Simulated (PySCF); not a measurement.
# KI: bond curves at several levels of theory

One table from this session's results is given with a row withheld; the runs are named, their logs left out.

The runs use PySCF 2.14.0; K def2-SVP, I def2-SVP with ECP28, scalar-relativistic core potentials.

Set-up of the first run:

Settings of the job:

- atoms: K, I
- charge: 0
- basis: K def2-SVP, I def2-SVP with ECP28
- Hamiltonian: scalar-relativistic core potentials
- basis functions: 50
- electrons treated: 44
- masses in u: 38.9637, 126.9045
- levels: PBE0, PBE, r²SCAN, M06, BP86, LDA, ωB97X, HF, MP2, SCS-MP2, CCSD, CCSD(T)
- grid: 80 radial by 434 angular points
- occupations: held fixed by the projection of orbital angular momentum
- dissociation limit: K + I, each in its ground configuration
- starting distance in angstrom: 3.255
- values of 2S to try: 0, 2

Command:

```console
$ OMP_NUM_THREADS=1 python dia.py task.json out
```

Among the steps run: The job; The PBE0 curve of the state that the search chose; Other states along the same grid; PBE (GGA); r²SCAN (meta-GGA); M06 (hybrid meta-GGA); BP86; LDA (local density); ωB97X; RHF (mean field); MP2 and coupled cluster.

One of the session's tables, all rows but one given; the rest of the session is left out.

It belongs to the step «The curves together». Energy (eV) from each level's lowest point:

| R (Å) | RHF | RHF-MP2 | RHF-SCS-MP2 | RHF-CCSD | RHF-CCSD(T) |
| --- | --- | --- | --- | --- | --- |
| 2.650 | 0.765 | 0.677 | 0.694 | n/a | n/a |
| 2.773 | 0.371 | 0.313 | 0.324 | 0.322 | 0.320 |
| 2.896 | 0.143 | 0.110 | 0.116 | 0.115 | 0.114 |
| 2.989 | 0.051 | 0.032 | 0.035 | 0.034 | 0.034 |
| 3.081 | 0.007 | 0.000 | 0.000 | 0.000 | 0.000 |
| 3.173 | ? | ? | ? | ? | ? |
| 3.297 | 0.031 | 0.043 | 0.038 | 0.039 | 0.039 |
| 3.451 | 0.113 | 0.136 | 0.129 | 0.129 | 0.130 |
| 3.636 | 0.251 | 0.284 | 0.275 | 0.276 | 0.277 |
| 3.882 | 0.466 | 0.515 | 0.502 | n/a | n/a |

Q: Estimate the row for R (Å) = 3.173 from the others.

Worked estimate for «RHF». A straight line through the neighbours (3.081, 0.007) and (3.297, 0.031) gives 0.007 + (0.031 − 0.007) × (3.173 − 3.081) / (3.297 − 3.081) = 0.017; a parabola fitted to 4 rows on both sides gives 0.003.

As computed: RHF: 0.000; RHF-MP2: 0.002; RHF-SCS-MP2: 0.000; RHF-CCSD: 0.000; RHF-CCSD(T): 0.000. In «RHF» the line misses by +0.017 and the parabola by +0.003.
